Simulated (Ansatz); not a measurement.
**ReBi (zincblende type): how the settings move a single-point run**

Question: which choices in the input matter for ReBi (zincblende type)?

Computed with Ansatz 0.2.0 (reference: DFT, PBE, all-electron LAPW, scalar-relativistic, unless a step's input says otherwise).

### Step 1. The system as given

Symmetry: F-43m, No. 216, cubic system. The conventional cell has a = 5.966 Å, b = 5.966 Å, c = 5.966 Å, α = 90.00°, β = 90.00°, γ = 90.00°. Re (site symmetry -43m) has 4 Bi at 2.58 Å in its first shell of neighbours. Bi (site symmetry -43m) is surrounded by 4 Re at 2.58 Å.

Coordinates:

```
CELL_PARAMETERS angstrom
0.00000 2.98292 2.98292
2.98292 0.00000 2.98292
2.98292 2.98292 0.00000
ATOMIC_POSITIONS crystal
Re 0.00000 0.00000 0.00000
Bi 0.25000 0.25000 0.25000
```

### Step 2. The reference run

The input, input.yaml:

```yaml
crystal:
  lattice:
    - [0.0, 2.982916639, 2.982916639]
    - [2.982916639, 0.0, 2.982916639]
    - [2.982916639, 2.982916639, 0.0]
  atoms:
    - { symbol: Re, position: [0.0, 0.0, 0.0] }
    - { symbol: Bi, position: [0.25, 0.25, 0.25] }
kpoints:
  mp_grid: { grid: [11, 11, 11] }
scf:
  occupations: { method: fermi_dirac, width: 0.1 }
hamiltonian:
  xc: pbe
  pseudopotentials: { kind: all_electron, lapw: { basis_error: 0.001 } }
output:
  forces: true
  stress: true
  eigenvalues: true
  populations: true
```

Command:

```sh
$ ansatz run input.yaml --threads 1 --pin off --max-ram 2048MiB --backend cpu --events-out ev --progress --plain --runs-dir out
```

### Step 3. Changed: occupations.method cold, occupations.width 0.15

input.yaml: that of step 2 with these lines changed.

```diff
@@ -11,3 +11,3 @@
 scf:
-  occupations: { method: fermi_dirac, width: 0.1 }
+  occupations: { method: cold, width: 0.15 }
 hamiltonian:
```

Before running it: what results should come out? Wanted: for each run, ending; energy change; pressure; gap; force.

**Answer**, as computed:

| run | ending | energy change | pressure (GPa) | gap (eV) | force (eV/Å) | cycles | time |
| --- | --- | --- | --- | --- | --- | --- | --- |
| reference | converged | 0 | 13.8 | 0.05 | 0.00 | 8 | 41 s |
| 1: occupations.method cold, occupations.width 0.15 | converged | +4.6 meV/atom (σ→0) | 13.4 | 0.05 | 0.00 | 8 | 45 s |

Residual by cycle in the longest SCF loop of each run; runs are numbered as in the table. The quantity is the density residual dr2, in eV.

| cycle | reference | run 1 |
| --- | --- | --- |
| 1 | 1.3 | 1.36 |
| 2 | 0.0409 | 0.0285 |
| 3 | 0.00235 | 0.00169 |
| 4 | 5.2e-4 | 5.4e-4 |
| 5 | 5.1e-5 | 5.5e-5 |
| 6 | 6.2e-6 | 6.1e-6 |
| 7 | 5.0e-7 | 4.3e-7 |
| 8 | 2.0e-8 | 1.6e-8 |

Changing the smearing moves the energy by +4.6 meV/atom (σ→0 values), and the pressure goes from 13.8 to 13.4 GPa. The structure is not at rest: the sound run finds 14 GPa, so these are no properties of the relaxed crystal.  The gap of the reference lacks spin-orbit coupling, though the cell holds Re and Bi.
